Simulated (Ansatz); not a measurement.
# C2H6BNa: the cost of one run

All numbers below are computed with Ansatz 0.2.0 (RKS r2SCAN-D4/def2-SVP).

## (1) Starting point

Bond lengths: C1–B2 1.597 Å, B2–C3 1.596 Å, B2–Na4 2.319 Å, C1–H5 1.093 Å, C1–H6 1.093 Å, C1–H7 1.092 Å, C3–H8 1.091 Å, C3–H9 1.093 Å, C3–H10 1.093 Å. Angles (14 of 15 angles, heavy atoms first): C1–B2–C3 109.1°, C1–B2–Na4 125.1°, C3–B2–Na4 125.7°, B2–C1–H5 110.0°, B2–C1–H6 109.9°, B2–C1–H7 116.8°, B2–C3–H8 116.6°, B2–C3–H9 110.0°, B2–C3–H10 110.0°, H5–C1–H6 105.9°, H5–C1–H7 106.8°, H6–C1–H7 106.8°, H8–C3–H9 106.9°, H8–C3–H10 106.9°.

Coordinates:

```xyz
10

C    -0.4294    1.1665   -0.4574
B    -0.4095   -0.4241   -0.3184
C     0.7443   -0.8461    0.7009
Na   -1.8369   -1.8780   -1.4254
H     0.5463    1.5254   -0.7960
H    -0.5927    1.6244    0.5220
H    -1.1744    1.5922   -1.1331
H     0.8672   -1.9146    0.8852
H     0.5754   -0.3741    1.6724
H     1.7097   -0.4716    0.3497
```

## (2) Relaxing end A

input.yaml reads:

```yaml
crystal:
  periodic: [false, false, false]
  atoms:
    - { symbol: C, position_ang: [-0.42945, 1.16647, -0.45737] }
    - { symbol: B, position_ang: [-0.40952, -0.42408, -0.31841] }
    - { symbol: C, position_ang: [0.74433, -0.8461, 0.70092] }
    - { symbol: Na, position_ang: [-1.83689, -1.87798, -1.42541] }
    - { symbol: H, position_ang: [0.54631, 1.52541, -0.79599] }
    - { symbol: H, position_ang: [-0.59269, 1.6244, 0.52196] }
    - { symbol: H, position_ang: [-1.17445, 1.59217, -1.1331] }
    - { symbol: H, position_ang: [0.86725, -1.91462, 0.88525] }
    - { symbol: H, position_ang: [0.57543, -0.37407, 1.67242] }
    - { symbol: H, position_ang: [1.70968, -0.47161, 0.34972] }
basis:
  gaussian: { orbitals: def2-SVP }
hamiltonian:
  xc: r2scan
  dispersion: d4
relax:
  f_tol: 0.02
  max_steps: 50
```

Launch:

```
ansatz run input.yaml --threads 2 --pin off --max-ram 3072MiB --backend cpu --events-out ev --progress --plain --runs-dir out
```

**Question.** How long does this run take on 2 threads of Arm Neoverse V2, shared host, and how much memory does it need?

About 65 s, with a peak of 0.15 GiB.
